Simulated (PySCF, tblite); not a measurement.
**C₃H₁₂Si₂: infrared bands and NMR shifts**

Wanted: the infrared bands and NMR shifts of C₃H₁₂Si₂ (`CC(C)[SiH2][SiH3]`), by calculation.

The runs use tblite 0.8.0 and PySCF 2.14.0, with density-fitted response routines of our own; the level of theory stands in each step. All values are computed, except where a source is named. Atoms are numbered from 0 throughout.

**1. Starting geometry**

17 atoms, charge 0, multiplicity 1; geometry from: GFN2-xTB.

Bonds of the start (Å): C0–C1 1.53, C1–C2 1.53, C1–Si3 1.92, Si3–Si4 2.31, C0–H5 1.09, C0–H6 1.09, C0–H7 1.09, C1–H8 1.10, C2–H9 1.09, C2–H10 1.09, C2–H11 1.09, Si3–H12 1.47, Si3–H13 1.47, Si4–H14 1.47, Si4–H15 1.47, Si4–H16 1.46.

**2. Infrared spectrum with GFN2-xTB**

Job settings and geometry (Å):

```
{"job": {"kind": "ir", "xc": "GFN2-xTB", "basis": "xTB"}, "charge": 0, "multiplicity": 1}
C     -1.986159    -0.954306    -0.391991
C     -0.760445    -0.275607     0.211332
C     -0.994284     1.228180     0.323790
Si     0.820662    -0.658574    -0.800767
Si     2.680496     0.379128     0.091809
H     -1.840653    -2.030566    -0.455520
H     -2.873005    -0.764597     0.212858
H     -2.174421    -0.577178    -1.395291
H     -0.629631    -0.669698     1.226353
H     -0.156310     1.717785     0.817187
H     -1.895537     1.438300     0.899835
H     -1.116782     1.671548    -0.663199
H      0.551722    -0.250436    -2.189794
H      0.946585    -2.124830    -0.843074
H      2.614174     1.843667     0.046339
H      2.909105     0.033141     1.498777
H      3.897482     0.006073    -0.632158
```

**Question.** This job is followed by: GIAO PBE0/pcSseg-1 NMR shielding, non-relativistic, gas phase. Predict these results of the whole session: strongest single infrared mode (GFN2-xTB); zero-point energy (GFN2-xTB); ¹³C shifts against TMS (PBE0/pcSseg-1, means over atoms taken as alike); ¹H shifts against TMS (PBE0/pcSseg-1, means over atoms taken as alike); ²⁹Si shifts against TMS (PBE0/pcSseg-1).

**Answer**, as computed:

| quantity | value |
| --- | --- |
| strongest single infrared mode (GFN2-xTB) | 687 cm⁻¹, 547 km/mol |
| zero-point energy (GFN2-xTB) | 83.3 kcal/mol |
| ¹³C shifts against TMS (PBE0/pcSseg-1, means over atoms taken as alike) | 23.8, 16.3 ppm |
| ¹H shifts against TMS (PBE0/pcSseg-1, means over atoms taken as alike) | 3.76, 3.39, 1.19, 1.06 ppm |
| ²⁹Si shifts against TMS (PBE0/pcSseg-1) | -61.1, -121.9 ppm |

What this shows: All 45 modes are real, so the xTB geometry is a minimum. The strongest single mode, at 687 cm⁻¹, is spread over several atoms, H13, Si3, H12 among them. Unscaled tight-binding wavenumbers are off by several per cent, some by more. Its intensities can rank the bands wrongly. At PBE0/pcSseg-1: Shielding is most anisotropic at Si3 (span 107 ppm, paramagnetic term -471 ppm).
